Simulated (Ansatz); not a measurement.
## CoOs, space group P-6m2: the Heisenberg exchange couplings, step by step

Program: Ansatz's Python interface.

The cells in order, each with its output:

**Cell 1**
```python
import warnings

import ansatz as az
import numpy as np
```

**Cell 2**
```python
OCCUPATIONS = "Fermi-Dirac"
SCF_TOL = 1e-08
KMESH = (11, 11, 6)
```

**Cell 3**
```python
warnings.simplefilter("ignore", az.DeckWarning)
```

**Cell 4**
```python
crystal = (
    az.Lattice.of([2.671274, 0.0, 0.0], [-1.335637, 2.313391, 0.0], [0.0, 0.0, 4.116557])
    .atom("Co", [2 / 3, 1 / 3, 0.5])
    .atom("Os", [1 / 3, 2 / 3, 0.0])
    .moments(Co=2.5)
)

[site.symbol for site in crystal.resolved().sites]
```
Output:
```text
['Co', 'Os']
```

**Cell 5**
```python
setup = (
    crystal.calculation()
    .occupations(OCCUPATIONS)
    .scf(tolerance=SCF_TOL)
    .spin(az.SpinTreatment.COLLINEAR)
    .kpoints(*KMESH, center="gamma")
    .functional(az.Functional.PBESOL)
    .eigenstates(nscf_kmesh=(8, 8, 5))
    .exchange_couplings(magnetic=["Co"])
)
couplings = setup.run(threads=1, backend="cpu").exchange_couplings().to_plain()
for atom in couplings["atoms"]:
    print(atom["site"]["symbol"], atom["role"], "moment", round(atom["moment_mub"], 3), "muB")
shells = {}
for pair in couplings["pairs"]:
    key = (pair["site"], pair["partner"], round(float(np.linalg.norm(pair["displacement_ang"])), 2))
    shells.setdefault(key, []).append(1000 * pair["coupling_ev"])
print("site partner distance (A)  count  mean J (meV)")
for (i, j, d), values in sorted(shells.items(), key=lambda item: item[0][2])[:8]:
    print(f"{i:4d} {j:7d} {d:12.2f} {len(values):6d} {np.mean(values):13.3f}")
print("mean-field order:", couplings["mean_field_order"])
```
Output:
```text
Co magnetic moment 0.716 muB
Os relaxed moment -0.004 muB
site partner distance (A)  count  mean J (meV)
   0       0         2.67      6         2.920
   0       0         4.12      2         1.841
   0       0         4.63      6         0.880
   0       0         4.91     12        -0.449
   0       0         5.34      6         0.313
   0       0         6.19     12        -0.409
   0       0         6.74     12         0.000
   0       0         7.07     12         0.004
mean-field order: {'temperature_k': 231.56122758968436, 'q_frac': [0.0, 0.0, 0.4]}
```

What to keep in mind:
- Other magnetic orders than the one started from may lie lower.
- The mesh is modest for a metal, so energies can be off by several to tens of meV an atom and pressures by half a GPa or more; differences at equal mesh fare better.
- Spin-orbit coupling, which matters for elements this heavy, is left out.
- This cell is a computed structure, which may not be the phase found in nature.
- Couplings oscillate with the k-mesh and hold for small turns from this magnetic state; mean-field temperatures overestimate ordering, and where the couplings favour a wavevector other than zero the state started from isn't the stable order.
- Timing: 98 s on 1 thread of Intel(R) Xeon(R) Processor @ 2.50GHz (Skylake/Cascade Lake), with other jobs on the host, peak memory 0.93 GiB.

(Lines on the test bed's own set-up are left out of the output.)
